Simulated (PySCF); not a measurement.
# ZrIF₃: NMR shieldings, spin-spin couplings, relativistic core levels

Aim: compute the NMR shieldings, spin-spin couplings, relativistic core levels of ZrIF₃ (`[F][Zr]([F])([F])[I]`).

Computed with PySCF 2.14.0 and routines of our own; the level stands in each step. Atoms count from 0.

### Step 1. The system as given

5 atoms, charge 0, multiplicity 1; geometry from: GFN2-xTB.

### Step 2. Relaxing the molecule at PBE0-D3(BJ)/def2-SVP

The job: settings as JSON, then the geometry in Å.

```
{"job": {"xc": "PBE0", "basis": "def2-SVP", "d3": "d3bj", "grid": 1, "maxiter": 30, "shake": 0.03, "kind": "geom"}, "charge": 0, "multiplicity": 1}
Zr     0.060390    -0.074640    -0.240760
I     -0.009740    -0.032830     2.484560
F      1.710220     0.003180    -0.776970
F     -0.792830     1.545740    -0.742230
F     -0.893190    -1.551930    -0.786720
```

Command:

```
OMP_NUM_THREADS=1 python heavy_run.py task.json out
```

The driver reads the jobs from task.json and runs them one after another.

Standard output:

```text
step   0  E = -644.07363190  max force = 0.118494
step   1  E = -644.09007949  max force = 0.027648
step   2  E = -644.09232018  max force = 0.012657
step   3  E = -644.09271022  max force = 0.007023
step   4  E = -644.09286136  max force = 0.002103
step   5  E = -644.09292006  max force = 0.000644
step   6  E = -644.09297393  max force = 0.001347
step   7  E = -644.09302268  max force = 0.002303
step   8  E = -644.09304615  max force = 0.003054
step   9  E = -644.09315612  max force = 0.001751
step  10  E = -644.09327593  max force = 0.001098
step  11  E = -644.09329276  max force = 0.000300
step  12  E = -644.09331002  max force = 0.000171
step  13  E = -644.09333537  max force = 0.000335
step  14  E = -644.09333898  max force = 0.000174
optimisation converged
```

Wall time 2.5 min (1 thread of Intel Xeon at 2.70GHz, shared host); peak memory 0.4 GiB.

The steps of the relaxation:

| step | energy from step 0 (eV) | largest force component (eV/Å) |
| --- | --- | --- |
| 0 | 0.0000 | 6.0932 |
| 1 | -0.4476 | 1.4217 |
| 2 | -0.5085 | 0.6508 |
| 3 | -0.5191 | 0.3611 |
| 4 | -0.5233 | 0.1081 |
| 5 | -0.5249 | 0.0331 |
| 6 | -0.5263 | 0.0693 |
| 7 | -0.5276 | 0.1184 |
| 8 | -0.5283 | 0.1570 |
| 9 | -0.5313 | 0.0900 |
| 10 | -0.5345 | 0.0565 |
| 11 | -0.5350 | 0.0154 |
| 12 | -0.5355 | 0.0088 |
| 13 | -0.5362 | 0.0172 |
| 14 | -0.5363 | 0.0089 |

Close pairs (by a distance rule), those that changed most:

| bond | before (Å) | after (Å) | change (Å) |
| --- | --- | --- | --- |
| Zr0–F2 | 1.737 | 1.887 | +0.150 |
| Zr0–F4 | 1.841 | 1.887 | +0.046 |
| Zr0–I1 | 2.727 | 2.712 | -0.014 |
| Zr0–F3 | 1.899 | 1.887 | -0.012 |

The next job starts from the end point, and lists it.

| at the end point | value |
| --- | --- |
| point group (found at 0.08 Å tolerance) | C3v |
| rotational constants (GHz, main isotopes) | 2.818, 0.721, 0.720 |
| dipole moment (D) | 0.04 |

### Step 3. NMR shieldings: PBE0/pcJ-1 I:dyall-v2z Zr:dyall-v2z, spin–orbit

The job: settings as JSON, then the geometry in Å.

```
{"job": {"kind": "hnmr", "xc": "PBE0", "basis": {"default": "pcJ-1", "I": "dyall-v2z", "Zr": "dyall-v2z"}, "rel": "so"}, "charge": 0, "multiplicity": 1}
Zr     0.039972    -0.019388    -0.167034
I     -0.384840    -0.072992     2.511358
F      1.892359    -0.054419    -0.524588
F     -0.697605     1.552291    -0.905238
F     -0.775037    -1.515971    -0.976619
```

With the program's defaults for keys left out, this is: PBE0/pcJ-1 I:dyall-v2z Zr:dyall-v2z GIAO NMR shielding, X2C with spin-orbit coupling, screened-nuclear two-electron part, Gaussian nuclei, gas phase.

Standard output:

```text
spin-free SCF
coarse grid: 32136 points
cycle   1  E = -11013.0751606221  dE = -3.280e-01  |g| = 1.156e+00  |ddm| = 2.727e+00
cycle   2  E = -11011.4843636008  dE =  1.591e+00  |g| = 3.413e+00  |ddm| = 2.049e+00
cycle   3  E = -11013.2961209904  dE = -1.812e+00  |g| = 1.955e-01  |ddm| = 1.566e+00
cycle   4  E = -11013.2988725511  dE = -2.752e-03  |g| = 1.031e-01  |ddm| = 2.401e-01
cycle   5  E = -11013.3007487147  dE = -1.876e-03  |g| = 2.768e-02  |ddm| = 1.294e-01
cycle   6  E = -11013.3009380480  dE = -1.893e-04  |g| = 8.929e-03  |ddm| = 3.909e-02
cycle   7  E = -11013.3009462257  dE = -8.178e-06  |g| = 8.961e-04  |ddm| = 5.284e-03
final grid: 63264 points
cycle   8  E = -11013.3017049923  dE = -5.458e-06  |g| = 4.562e-03  |ddm| = 2.305e-03
cycle   9  E = -11013.3017048675  dE =  1.248e-07  |g| = 1.134e-03  |ddm| = 2.127e-03
cycle  10  E = -11013.3017046241  dE =  2.435e-07  |g| = 1.551e-03  |ddm| = 2.794e-03
cycle  11  E = -11013.3017051060  dE = -4.819e-07  |g| = 3.172e-04  |ddm| = 1.619e-03
cycle  12  E = -11013.3017051173  dE = -1.137e-08  |g| = 6.079e-05  |ddm| = 1.619e-04
cycle  13  E = -11013.3017051178  dE = -4.184e-10  |g| = 7.217e-06  |ddm| = 2.371e-05
converged SCF energy = -11013.3017051178
two-component SCF
cycle   1  E = -11012.2097951192  dE = -1.101e+04  |FDS-SDF| = 1.283e+02
cycle   2  E = -11014.7256673011  dE = -2.516e+00  |FDS-SDF| = 4.268e-01
cycle   3  E = -11014.7266015836  dE = -9.343e-04  |FDS-SDF| = 1.541e-02
cycle   4  E = -11014.7266420689  dE = -4.049e-05  |FDS-SDF| = 8.167e-03
cycle   5  E = -11014.7266486173  dE = -6.548e-06  |FDS-SDF| = 2.093e-03
cycle   6  E = -11014.7266511103  dE = -2.493e-06  |FDS-SDF| = 9.729e-04
cycle   7  E = -11014.7266515255  dE = -4.151e-07  |FDS-SDF| = 4.672e-04
cycle   8  E = -11014.7266515836  dE = -5.816e-08  |FDS-SDF| = 1.887e-04
cycle   9  E = -11014.7266515905  dE = -6.914e-09  |FDS-SDF| = 4.493e-05
converged, E = -11014.7266515905

Field gradients (au) and densities at the nuclei (bohr^-3)
atom        Vxx        Vyy        Vzz        centre      nuclear mean
  0 Zr    -0.2679    -0.2871     0.5550      73401.296      72414.369
  1 I     -1.3468    -1.3544     2.7012     246056.936     238251.003
  2 F     -0.0909    -0.1764     0.2673        449.572        449.553
  3 F     -0.0900    -0.1773     0.2672        449.572        449.553
  4 F     -0.0904    -0.1766     0.2670        449.572        449.553
without picture change
  0 Zr                           0.5848                    139033.769
  1 I                            2.9105                    537967.267

Core orbital energies (eV)
atom   shell        mean    spread
  0 Zr 1s       -17875.738   0.000
  0 Zr 2s        -2496.977   0.000
  0 Zr 3s         -418.929   0.000
  0 Zr 4s          -60.074   0.000
  0 Zr 2p1/2     -2283.618   0.000
  0 Zr 2p3/2     -2197.956   0.000
  0 Zr 3p1/2      -339.172   0.000
  0 Zr 3p3/2      -325.326   0.000
  0 Zr 4p1/2       -38.024   0.000
  0 Zr 4p3/2       -36.231   0.079
  0 Zr 3d3/2      -184.872   0.003
  0 Zr 3d5/2      -182.397   0.002
  1 I  1s       -33019.081   0.000
  1 I  2s        -5126.450   0.000
  1 I  3s        -1045.448   0.000
  1 I  4s         -187.902   0.000
  1 I  5s          -19.682   0.000
  1 I  2p1/2     -4806.271   0.000
  1 I  2p3/2     -4508.084   0.008
  1 I  3p1/2      -912.936   0.000
  1 I  3p3/2      -856.238   0.024
  1 I  4p1/2      -141.085   0.000
  1 I  4p3/2      -130.001   0.086
  1 I  3d3/2      -623.510   0.023
  1 I  3d5/2      -611.747   0.030
  1 I  4d3/2       -54.299   0.114
  1 I  4d5/2       -52.548   0.152

vertical triplet (scalar unrestricted SCF): 5.054 eV

Shielding tensors (ppm)
atom      isotropic    diamagn.    paramagn.     s11        s22        s33       span
  0 Zr     1697.10     3539.81    -1842.71    1387.40    1389.36    2314.54     927.14
  1 I      4859.47     5088.31     -228.84    4084.10    4089.28    6405.04    2320.94
  2 F       -38.66      476.41     -515.07    -283.13    -206.73     373.88     657.01
  3 F       -38.87      476.42     -515.29    -284.15    -206.35     373.89     658.04
  4 F       -38.78      476.41     -515.19    -283.45    -206.76     373.87     657.32
```

Run time: 9.2 min. Hardware: 1 thread of Intel Xeon at 2.70GHz, shared host; peak memory 1.8 GiB.

From this job:

| quantity | value |
| --- | --- |
| energy from spin-orbit coupling | -1.4249 Eh |

Orbitals, density, ELF and potential are computed afterwards from the orbital file.

Frontier orbitals at PBE0/dyall-v2z+pcJ-1, with the share of their density that lies nearest to each atom:

| orbital | energy (eV) | lies on |
| --- | --- | --- |
| HOMO | -8.08 | I1 92 % |
| LUMO | -2.12 | Zr0 68 %; I1 12 %; F3 9 % |

ELF in a plane through or near 2 of the atoms.

Values, 10 rows by 14 columns:
```
0.00 0.00 0.00 0.00 0.00 0.00 0.00 0.00 0.00 0.00 0.00 0.00 0.00 0.00
0.00 0.00 0.00 0.00 0.00 0.00 0.00 0.00 0.00 0.00 0.00 0.00 0.00 0.00
0.00 0.00 0.00 0.00 0.00 0.07 0.12 0.01 0.01 0.08 0.13 0.07 0.01 0.00
0.00 0.00 0.00 0.00 0.04 0.32 0.33 0.05 0.13 0.64 0.74 0.68 0.32 0.01
0.00 0.00 0.00 0.00 0.01 0.06 0.59 0.72 0.20 0.70 0.32 0.61 0.69 0.13
0.00 0.00 0.00 0.00 0.01 0.11 0.42 0.32 0.28 0.44 0.42 0.31 0.74 0.18
0.00 0.00 0.00 0.00 0.15 0.53 0.42 0.10 0.16 0.77 0.74 0.81 0.54 0.06
0.00 0.00 0.00 0.00 0.14 0.62 0.74 0.29 0.01 0.35 0.47 0.37 0.09 0.00
0.00 0.00 0.00 0.00 0.00 0.11 0.16 0.03 0.00 0.00 0.00 0.00 0.00 0.00
0.00 0.00 0.00 0.00 0.00 0.00 0.00 0.00 0.00 0.00 0.00 0.00 0.00 0.00
```
The map spans 10.3 Å across and 8.5 Å up, centred on the molecule. Atoms in the plane (x, y in Å): Zr0 (-0.2, 0.0), I1 (2.6, 0.0).

log10 of the density (e/Å³) in the same plane.

Values, 10 rows by 14 columns:
```
-4.0 -4.0 -4.0 -4.0 -4.0 -4.0 -4.0 -4.0 -4.0 -4.0 -3.8 -3.7 -4.0 -4.0
-4.0 -4.0 -4.0 -4.0 -4.0 -3.9 -3.7 -3.9 -3.9 -3.8 -3.5 -3.5 -3.8 -4.0
-4.0 -4.0 -4.0 -4.0 -3.0 -2.0 -1.8 -2.3 -2.6 -2.3 -2.2 -2.4 -2.9 -3.8
-4.0 -4.0 -4.0 -3.5 -2.1 -1.1 -0.8 -1.3 -1.5 -1.2 -1.0 -1.2 -1.8 -2.7
-4.0 -4.0 -4.0 -3.2 -2.1 -1.0  0.1  0.2 -0.7 -0.3  0.4 -0.2 -1.1 -2.1
-4.0 -4.0 -4.0 -3.2 -2.1 -0.8  1.1  0.8 -0.4  0.0  1.6  0.2 -0.8 -2.0
-4.0 -4.0 -4.0 -3.1 -1.6 -0.6 -0.1 -0.7 -1.1 -0.7 -0.4 -0.7 -1.4 -2.4
-4.0 -4.0 -4.0 -3.4 -1.7 -0.6 -0.2 -1.1 -1.9 -1.8 -1.6 -1.8 -2.3 -3.2
-4.0 -4.0 -4.0 -4.0 -2.9 -1.8 -1.6 -2.3 -3.1 -3.0 -2.9 -3.2 -3.6 -4.0
-4.0 -4.0 -4.0 -4.0 -4.0 -4.0 -3.9 -4.0 -4.0 -4.0 -4.0 -4.0 -4.0 -4.0
```
The map spans 10.3 Å across and 8.5 Å up, centred on the molecule. Atoms in the plane (x, y in Å): Zr0 (-0.2, 0.0), I1 (2.6, 0.0).

On the surface of density 0.002 e/bohr³ the electrostatic potential runs, from the 1st to the 99th percentile, from -0.71 V near F4 to 3.88 V near Zr0.

### Step 4. Spin-spin couplings: PBE0/pcJ-1 I:dyall-v2z Zr:dyall-v2z, spin–orbit

The job: settings as JSON, then the geometry in Å.

```
{"job": {"kind": "hj", "xc": "PBE0", "basis": {"default": "pcJ-1", "I": "dyall-v2z", "Zr": "dyall-v2z"}, "rel": "so", "atoms": [1, 0]}, "charge": 0, "multiplicity": 1}
Zr     0.039972    -0.019388    -0.167034
I     -0.384840    -0.072992     2.511358
F      1.892359    -0.054419    -0.524588
F     -0.697605     1.552291    -0.905238
F     -0.775037    -1.515971    -0.976619
```

Method: PBE0/pcJ-1 I:dyall-v2z Zr:dyall-v2z indirect spin-spin coupling, X2C with spin-orbit coupling, screened-nuclear two-electron part, Gaussian nuclei, gas phase.

Standard output:

```text
spin-free SCF
coarse grid: 32136 points
cycle   1  E = -11013.0751606221  dE = -3.280e-01  |g| = 1.156e+00  |ddm| = 2.727e+00
cycle   2  E = -11011.4843636008  dE =  1.591e+00  |g| = 3.413e+00  |ddm| = 2.049e+00
cycle   3  E = -11013.2961209904  dE = -1.812e+00  |g| = 1.955e-01  |ddm| = 1.566e+00
cycle   4  E = -11013.2988725511  dE = -2.752e-03  |g| = 1.031e-01  |ddm| = 2.401e-01
cycle   5  E = -11013.3007487147  dE = -1.876e-03  |g| = 2.768e-02  |ddm| = 1.294e-01
cycle   6  E = -11013.3009380480  dE = -1.893e-04  |g| = 8.929e-03  |ddm| = 3.909e-02
cycle   7  E = -11013.3009462257  dE = -8.178e-06  |g| = 8.961e-04  |ddm| = 5.284e-03
final grid: 63264 points
cycle   8  E = -11013.3017049923  dE = -5.458e-06  |g| = 4.562e-03  |ddm| = 2.305e-03
cycle   9  E = -11013.3017048675  dE =  1.248e-07  |g| = 1.134e-03  |ddm| = 2.127e-03
cycle  10  E = -11013.3017046241  dE =  2.435e-07  |g| = 1.551e-03  |ddm| = 2.794e-03
cycle  11  E = -11013.3017051060  dE = -4.819e-07  |g| = 3.172e-04  |ddm| = 1.619e-03
cycle  12  E = -11013.3017051173  dE = -1.137e-08  |g| = 6.079e-05  |ddm| = 1.619e-04
cycle  13  E = -11013.3017051178  dE = -4.184e-10  |g| = 7.217e-06  |ddm| = 2.371e-05
converged SCF energy = -11013.3017051178
two-component SCF
cycle   1  E = -11012.2097951192  dE = -1.101e+04  |FDS-SDF| = 1.283e+02
cycle   2  E = -11014.7256673011  dE = -2.516e+00  |FDS-SDF| = 4.268e-01
cycle   3  E = -11014.7266015836  dE = -9.343e-04  |FDS-SDF| = 1.541e-02
cycle   4  E = -11014.7266420689  dE = -4.049e-05  |FDS-SDF| = 8.167e-03
cycle   5  E = -11014.7266486173  dE = -6.548e-06  |FDS-SDF| = 2.093e-03
cycle   6  E = -11014.7266511103  dE = -2.493e-06  |FDS-SDF| = 9.729e-04
cycle   7  E = -11014.7266515255  dE = -4.151e-07  |FDS-SDF| = 4.672e-04
cycle   8  E = -11014.7266515836  dE = -5.816e-08  |FDS-SDF| = 1.887e-04
cycle   9  E = -11014.7266515905  dE = -6.914e-09  |FDS-SDF| = 4.493e-05
converged, E = -11014.7266515905

Indirect spin-spin couplings
  i        j     bonds      J/Hz   K/1e19 T2/J   anisotropy/Hz
  1 127I    0  91Zr   1       84.36     -373.40      -774.9
  1 127I    2  19F    2       15.25        6.69       -84.8
  1 127I    3  19F    2       15.43        6.77       -84.8
  1 127I    4  19F    2       15.28        6.71       -84.5
  0  91Zr   2  19F    1     -185.21      175.46      -831.5
  0  91Zr   3  19F    1     -185.94      176.16      -831.8
  0  91Zr   4  19F    1     -185.51      175.75      -831.7
```

It took 9.3 min on 1 thread of Intel Xeon at 2.70GHz, shared host; peak memory 1.4 GiB.

In short:

| quantity | value |
| --- | --- |
| energy from spin-orbit coupling | -1.4249 Eh |

### Step 5. Relativistic core levels: PBE0/pcJ-1 I:dyall-v2z Zr:dyall-v2z, spin–orbit

The job: settings as JSON, then the geometry in Å.

```
{"job": {"kind": "hxps", "xc": "PBE0", "basis": {"default": "pcJ-1", "I": "dyall-v2z", "Zr": "dyall-v2z"}, "rel": "so", "holes": [[1, "3d"], [0, "3d"]]}, "charge": 0, "multiplicity": 1}
Zr     0.039972    -0.019388    -0.167034
I     -0.384840    -0.072992     2.511358
F      1.892359    -0.054419    -0.524588
F     -0.697605     1.552291    -0.905238
F     -0.775037    -1.515971    -0.976619
```

Method: PBE0/pcJ-1 I:dyall-v2z Zr:dyall-v2z core ionisation, delta-SCF with one localised hole, X2C with spin-orbit coupling, screened-nuclear two-electron part, Gaussian nuclei, gas phase.

Standard output:

```text
spin-free SCF
coarse grid: 32136 points
cycle   1  E = -11013.0751606221  dE = -3.280e-01  |g| = 1.156e+00  |ddm| = 2.727e+00
cycle   2  E = -11011.4843636008  dE =  1.591e+00  |g| = 3.413e+00  |ddm| = 2.049e+00
cycle   3  E = -11013.2961209904  dE = -1.812e+00  |g| = 1.955e-01  |ddm| = 1.566e+00
cycle   4  E = -11013.2988725511  dE = -2.752e-03  |g| = 1.031e-01  |ddm| = 2.401e-01
cycle   5  E = -11013.3007487147  dE = -1.876e-03  |g| = 2.768e-02  |ddm| = 1.294e-01
cycle   6  E = -11013.3009380480  dE = -1.893e-04  |g| = 8.929e-03  |ddm| = 3.909e-02
cycle   7  E = -11013.3009462257  dE = -8.178e-06  |g| = 8.961e-04  |ddm| = 5.284e-03
final grid: 63264 points
cycle   8  E = -11013.3017049923  dE = -5.458e-06  |g| = 4.562e-03  |ddm| = 2.305e-03
cycle   9  E = -11013.3017048675  dE =  1.248e-07  |g| = 1.134e-03  |ddm| = 2.127e-03
cycle  10  E = -11013.3017046241  dE =  2.435e-07  |g| = 1.551e-03  |ddm| = 2.794e-03
cycle  11  E = -11013.3017051060  dE = -4.819e-07  |g| = 3.172e-04  |ddm| = 1.619e-03
cycle  12  E = -11013.3017051173  dE = -1.137e-08  |g| = 6.079e-05  |ddm| = 1.619e-04
cycle  13  E = -11013.3017051178  dE = -4.184e-10  |g| = 7.217e-06  |ddm| = 2.371e-05
converged SCF energy = -11013.3017051178
two-component SCF
cycle   1  E = -11012.2097951192  dE = -1.101e+04  |FDS-SDF| = 1.283e+02
cycle   2  E = -11014.7256673011  dE = -2.516e+00  |FDS-SDF| = 4.268e-01
cycle   3  E = -11014.7266015836  dE = -9.343e-04  |FDS-SDF| = 1.541e-02
cycle   4  E = -11014.7266420689  dE = -4.049e-05  |FDS-SDF| = 8.167e-03
cycle   5  E = -11014.7266486173  dE = -6.548e-06  |FDS-SDF| = 2.093e-03
cycle   6  E = -11014.7266511103  dE = -2.493e-06  |FDS-SDF| = 9.729e-04
cycle   7  E = -11014.7266515255  dE = -4.151e-07  |FDS-SDF| = 4.672e-04
cycle   8  E = -11014.7266515836  dE = -5.816e-08  |FDS-SDF| = 1.887e-04
cycle   9  E = -11014.7266515905  dE = -6.914e-09  |FDS-SDF| = 4.493e-05
converged, E = -11014.7266515905

Field gradients (au) and densities at the nuclei (bohr^-3)
atom        Vxx        Vyy        Vzz        centre      nuclear mean
  0 Zr    -0.2679    -0.2871     0.5550      73401.296      72414.369
  1 I     -1.3468    -1.3544     2.7012     246056.936     238251.003
  2 F     -0.0909    -0.1764     0.2673        449.572        449.553
  3 F     -0.0900    -0.1773     0.2672        449.572        449.553
  4 F     -0.0904    -0.1766     0.2670        449.572        449.553
without picture change
  0 Zr                           0.5848                    139033.769
  1 I                            2.9105                    537967.267

Core orbital energies (eV)
atom   shell        mean    spread
  0 Zr 1s       -17875.738   0.000
  0 Zr 2s        -2496.977   0.000
  0 Zr 3s         -418.929   0.000
  0 Zr 4s          -60.074   0.000
  0 Zr 2p1/2     -2283.618   0.000
  0 Zr 2p3/2     -2197.956   0.000
  0 Zr 3p1/2      -339.172   0.000
  0 Zr 3p3/2      -325.326   0.000
  0 Zr 4p1/2       -38.024   0.000
  0 Zr 4p3/2       -36.231   0.079
  0 Zr 3d3/2      -184.872   0.003
  0 Zr 3d5/2      -182.397   0.002
  1 I  1s       -33019.081   0.000
  1 I  2s        -5126.450   0.000
  1 I  3s        -1045.448   0.000
  1 I  4s         -187.902   0.000
  1 I  5s          -19.682   0.000
  1 I  2p1/2     -4806.271   0.000
  1 I  2p3/2     -4508.084   0.008
  1 I  3p1/2      -912.936   0.000
  1 I  3p3/2      -856.238   0.024
  1 I  4p1/2      -141.085   0.000
  1 I  4p3/2      -130.001   0.086
  1 I  3d3/2      -623.510   0.023
  1 I  3d5/2      -611.747   0.030
  1 I  4d3/2       -54.299   0.114
  1 I  4d5/2       -52.548   0.152

hole in 3d5/2 of atom 1
cycle   1  E = -10991.0889108180  dE = -1.099e+04  |FDS-SDF| = 4.795e+00
cycle   2  E = -10991.3789898667  dE = -2.901e-01  |FDS-SDF| = 3.471e+00
cycle   3  E = -10991.7931457822  dE = -4.142e-01  |FDS-SDF| = 1.217e-01
cycle   4  E = -10991.7929709985  dE =  1.748e-04  |FDS-SDF| = 1.105e-01
cycle   5  E = -10991.7945396387  dE = -1.569e-03  |FDS-SDF| = 2.856e-02
cycle   6  E = -10991.7946569266  dE = -1.173e-04  |FDS-SDF| = 4.971e-03
cycle   7  E = -10991.7946607507  dE = -3.824e-06  |FDS-SDF| = 6.901e-04
cycle   8  E = -10991.7946609543  dE = -2.036e-07  |FDS-SDF| = 1.843e-04
cycle   9  E = -10991.7946609698  dE = -1.553e-08  |FDS-SDF| = 5.460e-05
converged, E = -10991.7946609698
hole in 3d5/2 of atom 0
cycle   1  E = -11007.2823596318  dE = -1.101e+04  |FDS-SDF| = 2.857e+00
cycle   2  E = -11003.5723041639  dE =  3.710e+00  |FDS-SDF| = 5.386e+00
cycle   3  E = -11007.3323673761  dE = -3.760e+00  |FDS-SDF| = 1.297e+00
cycle   4  E = -11007.6794803925  dE = -3.471e-01  |FDS-SDF| = 6.892e-01
cycle   5  E = -11007.7159401518  dE = -3.646e-02  |FDS-SDF| = 3.975e-01
cycle   6  E = -11007.7553992039  dE = -3.946e-02  |FDS-SDF| = 8.943e-02
cycle   7  E = -11007.7571284761  dE = -1.729e-03  |FDS-SDF| = 3.603e-02
cycle   8  E = -11007.7575673101  dE = -4.388e-04  |FDS-SDF| = 9.865e-03
cycle   9  E = -11007.7576817590  dE = -1.144e-04  |FDS-SDF| = 6.841e-03
cycle  10  E = -11007.7577265252  dE = -4.477e-05  |FDS-SDF| = 4.052e-03
cycle  11  E = -11007.7577558457  dE = -2.932e-05  |FDS-SDF| = 9.996e-04
cycle  12  E = -11007.7577582163  dE = -2.371e-06  |FDS-SDF| = 4.597e-04
cycle  13  E = -11007.7577588305  dE = -6.143e-07  |FDS-SDF| = 2.963e-04
cycle  14  E = -11007.7577589329  dE = -1.024e-07  |FDS-SDF| = 9.665e-05
cycle  15  E = -11007.7577589572  dE = -2.423e-08  |FDS-SDF| = 7.101e-05
converged, E = -11007.7577589572

Core binding energies (eV)
atom   line    delta-SCF   -orbital   splitting
  1 I  3d5/2     624.027     611.75    11.763
  0 Zr 3d5/2     189.634     182.40     2.475
```

Wall time 8.5 min (1 thread of Intel Xeon at 2.70GHz, shared host); peak memory 1.6 GiB.

In short:

| quantity | value |
| --- | --- |
| energy from spin-orbit coupling | -1.4249 Eh |

### Step 6. Summary of results

```
                                                                                 quantity                                                    value
                                                                              point group                                                      C3v
                                                     rotational constants (main isotopes)                                     2.82, 0.72, 0.72 GHz
energy from spin-orbit coupling (step 3, PBE0/pcJ-1 I:dyall-v2z Zr:dyall-v2z, spin–orbit)                                               -1.4249 Eh
                     shieldings (step 3, PBE0/pcJ-1 I:dyall-v2z Zr:dyall-v2z, spin–orbit)  Zr0 1697.1, I1 4859.5, F2 -38.7, F3 -38.9, F4 -38.8 ppm
                                                    surface potential, 1st and 99th percentile                                       -0.71 V and 3.88 V
energy from spin-orbit coupling (step 4, PBE0/pcJ-1 I:dyall-v2z Zr:dyall-v2z, spin–orbit)                                               -1.4249 Eh
       largest reduced coupling (step 4, PBE0/pcJ-1 I:dyall-v2z Zr:dyall-v2z, spin–orbit)                  I1–Zr0: J = 84.4 Hz, K = -373·10¹⁹ T²/J
        I1 3d5/2 binding energy (step 5, PBE0/pcJ-1 I:dyall-v2z Zr:dyall-v2z, spin–orbit)                                 624.0 eV, 3d3/2 635.8 eV
       Zr0 3d5/2 binding energy (step 5, PBE0/pcJ-1 I:dyall-v2z Zr:dyall-v2z, spin–orbit)                                 189.6 eV, 3d3/2 192.1 eV
energy from spin-orbit coupling (step 5, PBE0/pcJ-1 I:dyall-v2z Zr:dyall-v2z, spin–orbit)                                               -1.4249 Eh
```

The start was shaken at random, so part of the energy gained undoes that. Over 14 steps the energy fell by 0.536 eV; of the close pairs, Zr0–F2 changed most, 1.737 to 1.887 Å. In step 3, I1 has the widest tensor, 2321 ppm.
